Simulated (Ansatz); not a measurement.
# CH₄F₂OSeTi: up Jacob's ladder to CCSD(T)

The task here is to estimate one member of a computed series from the others.

Program: Ansatz 0.2.0, Gaussian basis. Level of theory: functionals in def2-TZVPP, the program's frozen cores in correlated methods. These are calculated values, not measurements.

Levels to be run: PBE-D4, r2SCAN-D4, PBE0-D4, B3LYP-D4, ωB97X-V, ωB97M-V, B2PLYP; CCSD(T)/def2-TZVPP; MP2/def2-QZVPP; extrapolation to the limit.

### The geometry

An earlier PBE0-D4 in a triple-zeta def2 set relaxation fixed the geometry.

SMILES `C[Se][Ti]([OH])([F])[F]`, 10 atoms, charge 0, spin multiplicity 1.

Atoms are counted from 1 here; the program's logs count them from 0.

Bond lengths: C1–Se2 1.967 Å, C1–H7 1.088 Å, C1–H8 1.088 Å, C1–H9 1.088 Å, Se2–Ti3 2.400 Å, Ti3–O4 1.763 Å, Ti3–F5 1.760 Å, Ti3–F6 1.758 Å, O4–H10 0.958 Å. Angles: Se2–C1–H7 110.2°, Se2–C1–H8 106.5°, Se2–C1–H9 110.1°, H7–C1–H8 109.6°, H7–C1–H9 110.8°, H8–C1–H9 109.6°, C1–Se2–Ti3 93.3°, Se2–Ti3–O4 105.1°, Se2–Ti3–F5 108.5°, Se2–Ti3–F6 107.5°, O4–Ti3–F5 112.8°, O4–Ti3–F6 113.8°, F5–Ti3–F6 108.8°, Ti3–O4–H10 142.5°.

The first run:

in.yaml

```yaml
crystal:
  periodic: [false, false, false]
  atoms:
    - {symbol: C, position_ang: [0.236582, -1.957005, 0.204850]}
    - {symbol: Se, position_ang: [-0.973539, -0.811375, -0.840205]}
    - {symbol: Ti, position_ang: [-0.070703, 1.215934, 0.073594]}
    - {symbol: O, position_ang: [-0.969897, 2.514122, -0.709670]}
    - {symbol: F, position_ang: [-0.292130, 1.188568, 1.819416]}
    - {symbol: F, position_ang: [1.651158, 1.233110, -0.279373]}
    - {symbol: H, position_ang: [1.272154, -1.738649, -0.048334]}
    - {symbol: H, position_ang: [0.002603, -2.984001, -0.069552]}
    - {symbol: H, position_ang: [0.060012, -1.814909, 1.269168]}
    - {symbol: H, position_ang: [-0.916230, 3.154205, -1.419893]}
basis:
  gaussian: {orbitals: def2-TZVPP}
hamiltonian: {xc: pbe, dispersion: d4}
output: {forces: true, orbitals: {seedname: orbitals}}
```

On the command line:

```console
> ansatz run in.yaml --threads 2 --pin off --events-out ev --progress --plain --max-ram 22528MiB --backend cuda --devices 0, --max-vram 18GiB
```

Among the steps run: PBE-D4 (GGA); r2SCAN-D4 (meta-GGA); PBE0-D4 (hybrid); B3LYP-D4 (hybrid); ωB97X-V (range-separated); ωB97M-V (range-separated); B2PLYP (double hybrid).

One table of the session follows, with a row left open; its other results are not shown here.

It belongs to the step «Frontier levels by functional». 

| functional | HOMO (eV) | LUMO (eV) | gap (eV) |
| --- | --- | --- | --- |
| PBE-D4 | -5.88 | -3.25 | 2.63 |
| r2SCAN-D4 | -6.13 | -3.19 | 2.94 |
| PBE0-D4 | -7.00 | -2.32 | 4.68 |
| B3LYP-D4 | ? | ? | ? |
| ωB97X-V | -9.20 | -0.12 | 9.07 |
| ωB97M-V | -9.08 | -0.13 | 8.95 |

**Question.** Estimate the row for B3LYP-D4.

**Answer.** HOMO (eV): -6.79; LUMO (eV): -2.59; gap (eV): 4.20. In the column «HOMO (eV)» it lies between PBE0-D4 (-7.00) and r2SCAN-D4 (-6.13).
